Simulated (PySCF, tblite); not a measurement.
# GeH₃Cl: bond homolysis

Wanted: bond homolysis for GeH₃Cl (`[Cl][GeH3]`).

Computed with tblite 0.8.0 and PySCF 2.14.0 and routines of our own; the level stands in each step. Atoms count from 0.

### 1 The system as given

5 atoms, charge 0, multiplicity 1; geometry from: start built from the parent or by distance geometry.

### 2 Geometry optimisation with GFN2-xTB

What the job is given:

```
{"job": {"kind": "relax", "xc": "GFN2-xTB", "basis": "xTB"}, "charge": 0, "multiplicity": 1}
Cl     2.055900    -0.023700     0.001800
Ge    -0.125800     0.024800    -0.044700
H     -0.620200     1.437600    -0.270400
H     -0.631200    -0.443600     1.347000
H     -0.661400    -0.989400    -1.068100
```

On the command line:

```console
> OMP_NUM_THREADS=1 python redox_run.py task.json out
```

One launch serves the whole session: the jobs run in the order shown.

The program printed:

```text
step      E/eV     max force
  0    -218.83351    1.122
  1    -218.86657    0.908
  2    -218.91712    0.549
  3    -218.92282    0.301
  4    -218.92883    0.115
  5    -218.92992    0.118
  6    -218.93074    0.098
  7    -218.93177    0.111
  8    -218.93261    0.082
  9    -218.93290    0.035
 10    -218.93295    0.015
 11    -218.93296    0.006
```

It took 0.04 s on 1 thread of Arm Neoverse V1, shared host.

Step by step:

```tsv
step	energy from step 0 (eV)	largest force (eV/Å)
0	0.0000	1.1223
1	-0.0331	0.9083
2	-0.0836	0.5487
3	-0.0893	0.3013
4	-0.0953	0.1149
5	-0.0964	0.1183
6	-0.0972	0.0982
7	-0.0983	0.1111
8	-0.0991	0.0818
9	-0.0994	0.0353
10	-0.0994	0.0151
11	-0.0995	0.0065
```

Distances of close pairs at the start and the end, largest changes first:

```tsv
bond	before (Å)	after (Å)	change (Å)
Cl0–Ge1	2.183	2.085	-0.097
Ge1–H3	1.553	1.500	-0.053
Ge1–H4	1.537	1.500	-0.037
Ge1–H2	1.514	1.500	-0.014
```

The end geometry stands in the next job.

### 3 Harmonic vibrations with GFN2-xTB

What the job is given:

```
{"job": {"kind": "ir", "xc": "GFN2-xTB", "basis": "xTB"}, "charge": 0, "multiplicity": 1}
Cl     1.963201    -0.020026    -0.013044
Ge    -0.122151     0.002377    -0.006706
H     -0.591380     1.397932    -0.293434
H     -0.609477    -0.437092     1.341994
H     -0.622950    -0.937486    -1.063181
```

The program printed:

```text
mode    cm-1     km/mol
  1     390.1     42.34
  2     539.6     60.42
  3     540.7     60.49
  4     768.5    522.49
  5     827.6    138.72
  6     828.9    138.91
  7    1935.9     45.28
  8    2017.1    392.83
  9    2018.0    392.83
ZPE 59.013  H(298)-E 71.403  G(298)-E -7.657 kJ/mol  S 265.17 J/(mol K)
```

It took 0.09 s on 1 thread of Arm Neoverse V1, shared host.

The strongest bands and the atoms that carry them (share of the mass-weighted mode):

```tsv
cm⁻¹	km/mol	atoms
540	60.4	H3 47 %, H4 37 %
541	60.5	H2 53 %, H4 25 %, H3 16 %
768	522.5	H2 33 %, H4 32 %, H3 32 %
828	138.7	H2 54 %, H4 28 %, H3 17 %
829	138.9	H3 49 %, H4 38 %, H2 11 %
1936	45.3	H4 34 %, H2 33 %, H3 32 %
2017	392.8	H4 64 %, H2 24 %, H3 10 %
2018	392.8	H3 56 %, H2 41 %
```

### 4 Geometry optimisation at PBE0-D3(BJ)/def2-SVP

What the job is given:

```
{"job": {"xc": "PBE0", "basis": "def2-SVP", "d3": "d3bj", "grid": 1, "kind": "geom"}, "charge": 0, "multiplicity": 1}
Cl     1.963201    -0.020026    -0.013044
Ge    -0.122151     0.002377    -0.006706
H     -0.591380     1.397932    -0.293434
H     -0.609477    -0.437092     1.341994
H     -0.622950    -0.937486    -1.063181
```

The program printed:

```text
step   0  E = -2538.20923615  max force = 0.029312
step   1  E = -2538.21222261  max force = 0.010101
step   2  E = -2538.21271132  max force = 0.001718
step   3  E = -2538.21272245  max force = 0.000245
optimisation converged
```

Run time: 5.4 s. Hardware: 1 thread of Arm Neoverse V1, shared host.

Along the way:

```tsv
step	energy from step 0 (eV)	largest force component (eV/Å)
0	0.0000	1.5073
1	-0.0813	0.5194
2	-0.0946	0.0883
3	-0.0949	0.0126
```

Close pairs (by a distance rule), those that changed most:

```tsv
bond	before (Å)	after (Å)	change (Å)
Cl0–Ge1	2.085	2.164	+0.078
Ge1–H3	1.500	1.535	+0.035
Ge1–H2	1.500	1.535	+0.035
Ge1–H4	1.500	1.535	+0.035
```

The final coordinates are the input of the step that follows.

```tsv
at the end point	value
point group (found at 0.08 Å tolerance)	C3v
rotational constants (GHz, main isotopes)	77.966, 4.272, 4.272
dipole moment (D)	1.96
```

### 5 Harmonic vibrations (GeH3Cl): PBE0-D3(BJ)/def2-SVP

What the job is given:

```
{"job": {"xc": "PBE0", "basis": "def2-SVP", "d3": "d3bj", "grid": 2, "kind": "hessian"}, "charge": 0, "multiplicity": 1}
Cl     2.013324    -0.020938    -0.013951
Ge    -0.150157     0.005761    -0.006242
H     -0.593160     1.443608    -0.308950
H     -0.610391    -0.441459     1.387792
H     -0.625765    -0.968170    -1.092698
```

The program printed:

```text
coarse grid: 21152 points
cycle   1  E = -2538.1811736544  dE = -6.593e-01  |g| = 4.248e-01  |ddm| = 2.012e+00
cycle   2  E = -2538.1666781946  dE =  1.450e-02  |g| = 5.156e-01  |ddm| = 8.863e-01
cycle   3  E = -2538.2126906248  dE = -4.601e-02  |g| = 9.627e-03  |ddm| = 4.998e-01
cycle   4  E = -2538.2127129749  dE = -2.235e-05  |g| = 5.674e-03  |ddm| = 1.846e-02
cycle   5  E = -2538.2127223648  dE = -9.390e-06  |g| = 5.938e-04  |ddm| = 7.255e-03
final grid: 40904 points
cycle   6  E = -2538.2126860970  dE = -1.937e-08  |g| = 5.056e-04  |ddm| = 1.405e-03
cycle   7  E = -2538.2126860885  dE =  8.510e-09  |g| = 5.226e-04  |ddm| = 1.425e-03
cycle   8  E = -2538.2126861690  dE = -8.054e-08  |g| = 6.206e-05  |ddm| = 7.468e-04
cycle   9  E = -2538.2126861694  dE = -4.029e-10  |g| = 4.544e-06  |ddm| = 3.284e-05
cycle  10  E = -2538.2126861694  dE =  2.728e-12  |g| = 3.911e-07  |ddm| = 6.121e-06
converged SCF energy = -2538.2126861694

mode    cm-1
  1     430.9
  2     603.3
  3     603.5
  4     866.9
  5     873.5
  6     873.6
  7    2178.9
  8    2188.3
  9    2188.4
ZPE 64.642  H(298)-E 76.600  G(298)-E -2.056 kJ/mol  S 263.82 J/(mol K)
```

Wall time 23 s (1 thread of Arm Neoverse V1, shared host); peak memory 0.78 GiB.

Zero-point energy 64.64 kJ/mol (xTB gave 59.01).

### 6 Single point (GeH₃Cl): M06-2X/def2-TZVP

Geometry: PBE0-D3(BJ)/def2-SVP.

What the job is given:

```
{"job": {"kind": "sp", "xc": "M06-2X", "basis": "def2-TZVP", "grid": 3}, "charge": 0, "multiplicity": 1}
Cl     2.013324    -0.020938    -0.013951
Ge    -0.150157     0.005761    -0.006242
H     -0.593160     1.443608    -0.308950
H     -0.610391    -0.441459     1.387792
H     -0.625765    -0.968170    -1.092698
```

The program printed:

```text
coarse grid: 21152 points
cycle   1  E = -2538.9942644831  dE = -6.728e-01  |g| = 4.793e-01  |ddm| = 1.600e+00
cycle   2  E = -2539.0004853196  dE = -6.221e-03  |g| = 5.021e-01  |ddm| = 5.467e-01
cycle   3  E = -2539.0300482218  dE = -2.956e-02  |g| = 1.615e-02  |ddm| = 2.603e-01
cycle   4  E = -2539.0301339764  dE = -8.575e-05  |g| = 6.026e-03  |ddm| = 2.398e-02
cycle   5  E = -2539.0301444051  dE = -1.043e-05  |g| = 2.744e-03  |ddm| = 8.505e-03
cycle   6  E = -2539.0301457579  dE = -1.353e-06  |g| = 2.773e-04  |ddm| = 2.280e-03
final grid: 68944 points
cycle   7  E = -2539.0313530606  dE = -4.503e-06  |g| = 2.929e-03  |ddm| = 8.461e-03
cycle   8  E = -2539.0313536125  dE = -5.519e-07  |g| = 2.201e-03  |ddm| = 3.785e-03
cycle   9  E = -2539.0313543927  dE = -7.801e-07  |g| = 9.313e-05  |ddm| = 1.743e-03
cycle  10  E = -2539.0313543955  dE = -2.794e-09  |g| = 4.305e-05  |ddm| = 1.283e-04
converged SCF energy = -2539.0313543955
```

Wall time 3.9 s (1 thread of Arm Neoverse V1, shared host).

### 7 Relaxing the molecule with GFN2-xTB

This step treats GeH2Cl radical, labelled `[Cl][GeH2]` (the label fixes atoms and charge, not where charge and spin sit).

What the job is given:

```
{"job": {"kind": "relax", "xc": "GFN2-xTB", "basis": "xTB"}, "charge": 0, "multiplicity": 2}
Cl     2.029600    -0.027100    -0.019200
Ge    -0.160900     0.014400    -0.029300
H     -0.592900    -0.449100     1.391000
H     -0.628300    -0.953500    -1.113300
```

The program printed:

```text
step      E/eV     max force
  0    -203.95267    1.421
  1    -203.99107    1.079
  2    -204.04975    0.414
  3    -204.05524    0.357
  4    -204.06340    0.249
  5    -204.06720    0.213
  6    -204.07020    0.163
  7    -204.07227    0.186
  8    -204.07398    0.139
  9    -204.07484    0.060
 10    -204.07498    0.015
 11    -204.07498    0.010
```

Run time: 0.04 s. Hardware: 1 thread of Arm Neoverse V1, shared host.

Along the way:

```tsv
step	energy from step 0 (eV)	largest force (eV/Å)
0	0.0000	1.4211
1	-0.0384	1.0788
2	-0.0971	0.4141
3	-0.1026	0.3566
4	-0.1107	0.2495
5	-0.1145	0.2127
6	-0.1175	0.1632
7	-0.1196	0.1855
8	-0.1213	0.1385
9	-0.1222	0.0595
10	-0.1223	0.0153
11	-0.1223	0.0097
```

Close pairs (by a distance rule), those that changed most:

```tsv
bond	before (Å)	after (Å)	change (Å)
Cl0–Ge1	2.191	2.128	-0.063
Ge1–H3	1.527	1.589	+0.063
Ge1–H2	1.555	1.589	+0.034
```

The next job starts from the end point, and lists it.

### 8 Harmonic vibrations with GFN2-xTB

What the job is given:

```
{"job": {"kind": "ir", "xc": "GFN2-xTB", "basis": "xTB"}, "charge": 0, "multiplicity": 2}
Cl     1.966685    -0.065399    -0.016429
Ge    -0.151125     0.140605    -0.041648
H     -0.569950    -0.499481     1.351225
H     -0.598130    -0.990986    -1.063955
```

The program printed:

```text
mode    cm-1     km/mol
  1     355.3     44.09
  2     531.8     16.20
  3     563.6    136.93
  4     786.5    192.77
  5    1324.3    222.49
  6    1520.0    697.69
ZPE 30.394  H(298)-E 42.503  G(298)-E -40.405 kJ/mol  S 278.07 J/(mol K)
```

Run time: 0.09 s. Hardware: 1 thread of Arm Neoverse V1, shared host.

The strongest bands and the atoms that carry them (share of the mass-weighted mode):

```tsv
cm⁻¹	km/mol	atoms
355	44.1	Cl0 68 %, Ge1 31 %
532	16.2	H3 53 %, H2 43 %
564	136.9	H2 53 %, H3 43 %
786	192.8	H3 49 %, H2 49 %
1324	222.5	H3 50 %, H2 49 %
1520	697.7	H2 49 %, H3 49 %
```

### 9 Relaxing the molecule at PBE0-D3(BJ)/def2-SVP

This step treats GeH2Cl radical, labelled `[Cl][GeH2]` (the label fixes atoms and charge, not where charge and spin sit).

What the job is given:

```
{"job": {"xc": "PBE0", "basis": "def2-SVP", "d3": "d3bj", "grid": 1, "kind": "geom"}, "charge": 0, "multiplicity": 2}
Cl     1.966685    -0.065399    -0.016429
Ge    -0.151125     0.140605    -0.041648
H     -0.569950    -0.499481     1.351225
H     -0.598130    -0.990986    -1.063955
```

The program printed:

```text
step   0  E = -2537.57191001  max force = 0.026614
step   1  E = -2537.57645309  max force = 0.004162
step   2  E = -2537.57671591  max force = 0.001525
step   3  E = -2537.57674384  max force = 0.000525
step   4  E = -2537.57674625  max force = 0.000102
optimisation converged
```

Wall time 8.5 s (1 thread of Arm Neoverse V1, shared host).

The steps of the relaxation:

```tsv
step	energy from step 0 (eV)	largest force component (eV/Å)
0	0.0000	1.3685
1	-0.1236	0.2140
2	-0.1308	0.0784
3	-0.1315	0.0270
4	-0.1316	0.0052
```

Close pairs (by a distance rule), those that changed most:

```tsv
bond	before (Å)	after (Å)	change (Å)
Ge1–H3	1.589	1.549	-0.040
Ge1–H2	1.589	1.549	-0.040
Cl0–Ge1	2.128	2.167	+0.039
```

The next job starts from the end point, and lists it.

```tsv
at the end point	value
point group (found at 0.08 Å tolerance)	Cs
rotational constants (GHz, main isotopes)	115.5, 4.386, 4.302
dipole moment (D)	1.78
⟨S²⟩	0.752
```

### 10 Harmonic vibrations (GeH2Cl radical): PBE0-D3(BJ)/def2-SVP

What the job is given:

```
{"job": {"xc": "PBE0", "basis": "def2-SVP", "d3": "d3bj", "grid": 2, "kind": "hessian"}, "charge": 0, "multiplicity": 2}
Cl     2.030709    -0.086390    -0.014612
Ge    -0.133749     0.025097    -0.016899
H     -0.612871    -0.421940     1.386608
H     -0.636304    -0.932434    -1.125895
```

The program printed:

```text
coarse grid: 18680 points
cycle   1  E = -2537.5419797688  dE = -6.255e-01  |g| = 2.937e-01  |ddm| = 1.381e+00
cycle   2  E = -2537.5152598960  dE =  2.672e-02  |g| = 3.855e-01  |ddm| = 6.881e-01
cycle   3  E = -2537.5764547008  dE = -6.119e-02  |g| = 1.914e-02  |ddm| = 4.170e-01
cycle   4  E = -2537.5766792655  dE = -2.246e-04  |g| = 1.057e-02  |ddm| = 4.092e-02
cycle   5  E = -2537.5767441908  dE = -6.493e-05  |g| = 1.047e-03  |ddm| = 1.536e-02
cycle   6  E = -2537.5767460187  dE = -1.828e-06  |g| = 3.759e-04  |ddm| = 3.341e-03
final grid: 35528 points
cycle   7  E = -2537.5767138400  dE = -1.630e-07  |g| = 2.497e-04  |ddm| = 1.002e-03
cycle   8  E = -2537.5767138593  dE = -1.925e-08  |g| = 2.629e-04  |ddm| = 6.607e-04
cycle   9  E = -2537.5767138997  dE = -4.042e-08  |g| = 4.677e-05  |ddm| = 3.411e-04
cycle  10  E = -2537.5767139020  dE = -2.346e-09  |g| = 2.352e-05  |ddm| = 9.123e-05
cycle  11  E = -2537.5767139028  dE = -7.731e-10  |g| = 5.464e-06  |ddm| = 8.189e-05
cycle  12  E = -2537.5767139028  dE = -2.092e-11  |g| = 1.277e-06  |ddm| = 1.072e-05
converged SCF energy = -2537.5767139028

mode    cm-1
  1     424.8
  2     595.0
  3     667.2
  4     834.9
  5    2069.6
  6    2118.2
ZPE 40.133  H(298)-E 51.742  G(298)-E -30.356 kJ/mol  S 275.36 J/(mol K)
```

It took 28 s on 1 thread of Arm Neoverse V1, shared host; peak memory 0.74 GiB.

Zero-point energy 40.13 kJ/mol (xTB gave 30.39).

[end of part 1 of 2]
